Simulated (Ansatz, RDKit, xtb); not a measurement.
# C5H4Cl4: ranking a sample of isomers

A sample of isomers of C5H4Cl4 is drawn. Aim: find which of them has the lowest free energy at 298.15 K, then its properties. The sample is small against all isomers, and the most stable one of this formula need not be in it.

The funnel: GFN2-xTB relaxations, single points with a density functional, relaxations at r2SCAN-D4/def2-SVP, harmonic vibrations (at GFN2-xTB), and a last energy at a higher level. All values are calculated.

## 1. Candidates

Isomers were taken from a list of plausible structures; this is a sample, not all of them. That gives 5 candidates, of which 1 could not be built in three dimensions.

| label | SMILES | spin |
| --- | --- | --- |
| c146 | ClC(Cl)C(Cl)(Cl)C1=CC1 | singlet |
| c194 | C=C(Cl)C(=C)C(Cl)(Cl)Cl | singlet |
| c284 | ClC[C@@H]1C=C1C(Cl)(Cl)Cl | singlet |
| c987 | C=C=CC(Cl)(Cl)C(Cl)Cl | singlet |

Candidates are built by distance geometry, with a force field where one applies, in up to four conformers (letters a to d).

**Question.** With final energies at CCSD(T)/def2-SVP + MP2/def2-TZVPP - MP2/def2-SVP, which structure will this search put lowest in free energy, and by what margin?

| quantity | value |
| --- | --- |
| lowest structure found | C=C(Cl)C(=C)C(Cl)(Cl)Cl, singlet |
| next finalist | C=C=CC(Cl)(Cl)C(Cl)Cl, singlet, 6.7 kcal/mol higher in G |
| share at equilibrium, among the finalists | 100.0 % |

`C=C(Cl)C(=C)C(Cl)(Cl)Cl` comes out lowest. Among the finalists first place is clear (6.7 kcal/mol); structures outside the list aren't covered. GFN2-xTB, HF/STO-3G, r2SCAN-D4/def2-SVP, r2SCAN-D4/def2-SVP, relaxed, HF/def2-SVP and MP2/def2-SVP already put its bonding pattern lowest among the structures in one piece. 3 minima inside the window were never screened. The search is not exhaustive (a finite list of starts, one conformer a finalist), so a lower isomer can't be ruled out. Only 4 drawn patterns were tried, so whole families of isomers are missing, and the result ranks this sample alone.
